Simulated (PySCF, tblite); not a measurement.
# C₆H₉BN₂: geometry, infrared bands and NMR shifts

Wanted: the infrared bands and NMR shifts of C₆H₉BN₂ (`C=C[B@@H-](C#N)[N+]#CCC`), by calculation.

Programs: tblite 0.8.0 and PySCF 2.14.0, with density-fitted response routines of our own. Each step states its level of theory. These are calculated values for one molecule in the gas phase, unless marked as measured. Atoms count from 0, in the outputs and in this text.

## 1. The molecule as given

18 atoms, charge 0, multiplicity 1; geometry from: force field or distance geometry start.

Bonds of the start (Å): C0–C1 1.34, C1–B2 1.58, B2–C3 1.56, C3–N4 1.15, B2–N5 1.47, N5–C6 1.16, C6–C7 1.47, C7–C8 1.53, C0–H9 1.07, C0–H10 1.09, C1–H11 1.09, B2–H12 1.19, C7–H13 1.10, C7–H14 1.11, C8–H15 1.13, C8–H16 1.11, C8–H17 1.12.

## 2. Optimising the geometry with GFN2-xTB

Job settings and geometry (Å):

```
{"job": {"kind": "relax", "xc": "GFN2-xTB", "basis": "xTB"}, "charge": 0, "multiplicity": 1}
C     -2.356700    -1.345500     0.265000
C     -2.429400    -0.004000     0.223800
B     -1.525500     0.830200    -0.767200
C     -1.873900     2.345600    -0.657100
N     -2.127300     3.461800    -0.549900
N     -0.099500     0.627000    -0.464100
C      1.025700     0.464600    -0.223300
C      2.448400     0.252500     0.093100
C      2.630100    -1.040900     0.886700
H     -1.703900    -1.895000    -0.388200
H     -2.992500    -1.897400     0.958500
H     -3.110800     0.501800     0.906600
H     -1.757500     0.481400    -1.877700
H      2.823700     1.108800     0.676100
H      3.011600     0.192100    -0.858300
H      2.064000    -0.979800     1.857100
H      3.703600    -1.181200     1.113600
H      2.261000    -1.915700     0.300600
```

Run with:

```bash
> OMP_NUM_THREADS=1 python probes_run.py task.json out
```

This one command runs all jobs of the session in turn.

**Question.** This job is followed by: GFN2-xTB harmonic vibrations, gas phase; GIAO PBE0/pcSseg-1 NMR shielding, non-relativistic, gas phase. Predict these results of the whole session: strongest single infrared mode (GFN2-xTB); zero-point energy (GFN2-xTB); 13C shifts against TMS (PBE0/pcSseg-1); 1H shifts against TMS (PBE0/pcSseg-1, means over atoms taken as alike); 11B shifts against BF3·OEt2 (PBE0/pcSseg-1); 15N shifts against NH3 (PBE0/pcSseg-1).

As calculated:

| quantity | value |
| --- | --- |
| strongest single infrared mode (GFN2-xTB) | 2356 cm⁻¹, 195 km/mol |
| zero-point energy (GFN2-xTB) | 86.2 kcal/mol |
| 13C shifts against TMS (PBE0/pcSseg-1) | 154.1, 131.2, 126.6, 117.7, 13.9, 12.3 ppm |
| 1H shifts against TMS (PBE0/pcSseg-1, means over atoms taken as alike) | 6.76, 5.62, 5.03, 2.90, 2.81, 2.79, 1.67 ppm |
| 11B shifts against BF3·OEt2 (PBE0/pcSseg-1) | -34.2 ppm |
| 15N shifts against NH3 (PBE0/pcSseg-1) | 330.1, 219.2 ppm |

**Reading.** Relaxing lowered the energy by 0.241 eV in 137 steps; the close pair that moved most is C6–C7, from 1.473 to 1.432 Å. No mode is imaginary among the 48: a minimum at this level. The strongest single mode, at 2356 cm⁻¹, moves mainly C3 and N4. GFN2-xTB is a fitted tight-binding method: band positions and strengths are rough. Its intensities can rank the bands wrongly. The most deshielded carbon is C1 (alkene CH), at 154.1 ppm: an sp2 carbon of a C=C bond. The most deshielded hydrogen is H11 (hydrogen on an alkene CH), at 6.76 ppm: attached to an sp2 carbon and in the plane of the double bond. At PBE0/pcSseg-1: The widest tensor belongs to N4: span 530 ppm, with a paramagnetic part of -402 ppm.
